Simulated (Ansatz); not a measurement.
# Yb2ZnSe4: the cost of one run

Method: DFT, PBE, collinear spin, plane waves, PAW, in Ansatz 0.2.0.

## 1. Geometry

The structure is cubic, space group Fd-3m (No. 227). The conventional cell has a = 11.352 Å, b = 11.352 Å, c = 11.352 Å, α = 90.00°, β = 90.00°, γ = 90.00°. Yb (site symmetry -3m) has 6 Se at 2.82 Å as nearest neighbours. Zn (site symmetry -43m) has 4 Se at 2.50 Å as nearest neighbours. Se (site symmetry 3m) is surrounded by 1 Zn at 2.50 Å and 3 Yb at 2.82 Å.

The coordinates stand in the input below.

Its first density is an earlier solution for the same cell, read from a checkpoint. That solution has no atom with a moment over 0.3 μB. Earlier runs from 6 starts met 2 states, and this was the lowest.

## 2. The calculation

Input file input.yaml:

```yaml
crystal:
  lattice:
    - [0.0, 5.675813, 5.675813]
    - [5.675813, 0.0, 5.675813]
    - [5.675813, 5.675813, 0.0]
  atoms:
    - { symbol: Yb, position: [0.625, 0.625, 0.625], spin: 1.0 }
    - { symbol: Yb, position: [0.125, 0.625, 0.625], spin: 1.0 }
    - { symbol: Yb, position: [0.625, 0.625, 0.125], spin: 1.0 }
    - { symbol: Yb, position: [0.625, 0.125, 0.625], spin: 1.0 }
    - { symbol: Zn, position: [0.0, 0.0, 0.0] }
    - { symbol: Zn, position: [0.25, 0.25, 0.25] }
    - { symbol: Se, position: [0.377, 0.377, 0.377] }
    - { symbol: Se, position: [0.381, 0.873, 0.873] }
    - { symbol: Se, position: [0.377, 0.377, 0.869] }
    - { symbol: Se, position: [0.873, 0.381, 0.873] }
    - { symbol: Se, position: [0.869, 0.377, 0.377] }
    - { symbol: Se, position: [0.873, 0.873, 0.873] }
    - { symbol: Se, position: [0.377, 0.869, 0.377] }
    - { symbol: Se, position: [0.873, 0.873, 0.381] }
kpoints:
  mp_grid: { grid: [4, 4, 4], shift: [0, 0, 0] }
  band_path:
    path:
      - [0.0, 0.0, 0.0]
      - [0.5, 0.0, 0.5]
      - [0.625, 0.25, 0.625]
      - [0.375, 0.375, 0.75]
      - [0.0, 0.0, 0.0]
      - [0.5, 0.5, 0.5]
      - [0.5, 0.25, 0.75]
      - [0.5, 0.0, 0.5]
    npoints: 8
magnetization:
  spin_polarized: true
scf:
  occupations: { method: fermi_dirac }
  lower_state_search: "off"
  max_iter: 200
hamiltonian:
  pseudopotentials: { kind: paw }
  xc: pbe
basis:
  ecutwfc: 420
  fft_grid_basis: typed
output:
  forces: true
  stress: true
  eigenvalues: true
  bader: true
  populations: true
  elf: true
  write_potential: true
  volumetric_format: npy
  dos:
    e_range: [-12, 8]
    de: 0.05
    projected: { site_lists: { Se: [Se], Yb: [Yb], Zn: [Zn] } }
checkpoint:
  read: saved_state
```

**Question.** How long does this run take on 2 threads of an x86-64 CPU, shared host, and how much memory does it need?

About 5.1 min, with a peak of 3.2 GiB.
